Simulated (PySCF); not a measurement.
# [Pm(NH3)]3+: other functionals and bases at one geometry

The task here is to estimate one member of a computed series from the others.

Method: several levels, as the steps say, no spin–orbit coupling; program: PySCF 2.14.0.

1 further run of the same task is left out (for a known fault of the program).

## Starting geometry

5 atoms, charge 3, spin multiplicity 1.

Bond lengths: Pm1–N2 2.390 Å, N2–H3 1.046 Å, N2–H4 1.046 Å, N2–H5 1.046 Å. Angles: Pm1–N2–H3 115.9°, Pm1–N2–H4 115.9°, Pm1–N2–H5 115.9°, H3–N2–H4 102.3°, H3–N2–H5 102.3°, H4–N2–H5 102.3°.

Coordinates:

```
atom    x (Å)    y (Å)    z (Å)
 Pm1   0.0000   0.0000  -0.1696
  N2   0.0000   0.0000   2.2206
  H3   0.9410   0.0000   2.6782
  H4  -0.4705   0.8149   2.6782
  H5  -0.4705  -0.8150   2.6782
```

Formal oxidation states: Pm +3. Each metal's 4 4f electrons lie in its core potential, so multiplicities, spins and levels count the valence alone. An earlier session relaxed this geometry at PBE0, Pm lcecp-1-SVP with ECP50, N def2-SVP, H def2-SVP (singlet, point group C3v).

At PBE0 on the finer grid: E = -89.263093 Eh, HOMO -27.34 eV, LUMO -20.06 eV, Mulliken charge on Pm1 +2.50 e, largest force component 0.004 eV/Å. 

Levels to run: TPSSh; BLYP; PBE0, TZVP. Hardware: 2 threads of Arm Neoverse V1, shared host.

Set-up of the first run:

run.py (the lines that set the calculation) reads:

```python
mol = gto.M(atom='''
Pm     0.00000     0.00000    -0.16957
N      0.00000     0.00000     2.22063
H      0.94103     0.00004     2.67824
H     -0.47054     0.81493     2.67824
H     -0.47048    -0.81497     2.67824''',
    basis={'Pm': 'lcecp-1-SVP', 'N': 'def2-SVP', 'H': 'def2-SVP'},
    ecp={'Pm': 'lcecp-1-SVP'},
    charge=3, spin=0)
mf = dft.RKS(mol, xc='TPSSH')
mf.grids.atom_grid = (75, 302)  # f atoms: unpruned, at least (60, 302)
mf = mf.density_fit()  # fitting sets: Pm AutoAux, N def2-universal-JKFIT, H def2-universal-JKFIT
mf.conv_tol = 1e-08; mf.max_cycle = 55
mf.kernel(dm0)  # dm0: the density of the relaxed state
```

On the command line:

```sh
> OMP_NUM_THREADS=2 python run.py
```

Steps of the session up to this table: TPSSh; BLYP; PBE0, TZVP.

One table of the session follows, with a row left open; its other results are not shown here.

| level | HOMO (eV) | gap (eV) | charge on Pm1 (e) | dipole (D) | largest force component (eV/Å) |
| --- | --- | --- | --- | --- | --- |
| PBE0 (relaxed here) | -27.34 | 7.28 | 2.50 | 3.44 | 0.00 |
| TPSSh | ? | ? | ? | ? | ? |
| BLYP | -25.80 | 4.69 | 2.44 | 3.76 | 0.40 |
| PBE0, TZVP | -27.26 | 7.26 | 2.57 | 3.52 | 0.32 |

Estimate the missing values for TPSSh.

The run gave: HOMO (eV): -26.54; gap (eV): 6.07; charge on Pm1 (e): 2.49; dipole (D): 3.48; largest force component (eV/Å): 0.17. In the column «HOMO (eV)» it lies between PBE0, TZVP (-27.26) and BLYP (-25.80).

The dipole of a charged species depends on the origin, so these sizes hold for this origin alone.

In one basis the HOMO–LUMO gap runs from 4.69 eV (BLYP) to 7.28 eV (PBE0). The largest leftover force, 0.40 eV/Å with BLYP, stands at a geometry relaxed at another level. With 4f in the core, its levels are missing from HOMO and gap, and its count is fixed, so no charge can pass from the ligands into it. Total energies of different levels can't be compared.
